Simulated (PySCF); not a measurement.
# MoNI3: singlet, from a PBE minimum start

Aim: relax MoNI3 as a singlet from a PBE minimum start, check by its vibrations whether the end is a minimum, and collect its spectrum and constants.

The runs use PySCF 2.14.0; PBE, basis Mo def2-SVP with ECP28, N def2-SVP, I def2-SVP with ECP28, scalar-relativistic core potentials, no spin–orbit coupling, density fitting.

## 1. Starting geometry

5 atoms, charge 0, spin multiplicity 1.

Bond lengths: Mo1–N2 1.640 Å, Mo1–I3 2.619 Å, Mo1–I4 2.619 Å, Mo1–I5 2.619 Å. Angles: N2–Mo1–I3 105.1°, N2–Mo1–I4 105.1°, N2–Mo1–I5 105.1°, I3–Mo1–I4 113.5°, I3–Mo1–I5 113.5°, I4–Mo1–I5 113.5°.

```xyz
5
charge 0 multiplicity 1
Mo    0.0001   -0.3302   -0.3437
N     0.0003   -1.4667   -1.5266
I    -0.0006    1.9655   -1.6044
I     2.1903   -0.7695    1.0235
I    -2.1899   -0.7705    1.0238
```

## 2. The SCF at the typed geometry

One driver script runs all steps and calls PySCF; scf.py shows how it sets up the SCF of each step. The optimiser is the driver's own. After this first run the driver tries any further starts and a stability analysis.

The input, scf.py:

```python
from pyscf import gto, scf, dft
mol = gto.M(atom='''
Mo     0.000060    -0.330192    -0.343680
N      0.000267    -1.466671    -1.526586
I     -0.000569     1.965469    -1.604443
I      2.190348    -0.769460     1.023530
I     -2.189857    -0.770521     1.023784''',
    basis={'Mo': 'def2-SVP', 'N': 'def2-SVP', 'I': 'def2-SVP'},
    ecp={'Mo': 'def2-SVP', 'I': 'def2-SVP'},
    charge=0, spin=0)
mf = dft.RKS(mol, xc='PBE')
mf.grids.atom_grid = (50, 194)
aux = {'Mo': 'def2-universal-JKFIT', 'N': 'def2-universal-JKFIT', 'I': 'def2-universal-JKFIT'}
mf = mf.density_fit(auxbasis=aux)
mf.conv_tol = 1e-08
mf.diis_space = 10
mf.max_cycle = 60
mf.init_guess = 'huckel'
mf.verbose = 4
mf.kernel()
```

Run with:

```console
> OMP_NUM_THREADS=4 python axn.py task.json out
```

Further steps of the session: Relaxing the singlet from the PBE minimum start; Hessian and properties.

What does the calculation give? Wanted: minimum; geometry; wavenumbers; dipole moment; highest occupied, lowest empty level; polar-tensor charge of Mo1; zero-point energy; atomisation energy.

As calculated:

```
                                 quantity                                                                    value
                                  minimum                                                             singlet, C3v
                                 geometry  Mo–I 2.619 Å (×3), Mo–N 1.640 Å; I–Mo–I 113.5° (×3), I–Mo–N 105.1° (×3)
                       wavenumbers (cm⁻¹)                   48 (e), 79 (a1), 182 (a1), 203 (e), 287 (e), 1120 (a1)
                            dipole moment                                                                   1.78 D
     highest occupied, lowest empty level                                                          -6.74, -4.70 eV
               polar-tensor charge of Mo1                                                                  +1.13 e
                        zero-point energy                                                              14.7 kJ/mol
                      entropy at 298.15 K                                                          415.0 J/(mol K)
atomisation energy (no zero-point energy)                                                              1521 kJ/mol
```

What this shows: The PBE minimum start keeps its C3v symmetry and ends in a minimum. In the infrared the band at 287 cm⁻¹ (e, mixed) leads. Only this shape and spin were tried, so other structures or states may lie lower. Spin–orbit coupling is left out.
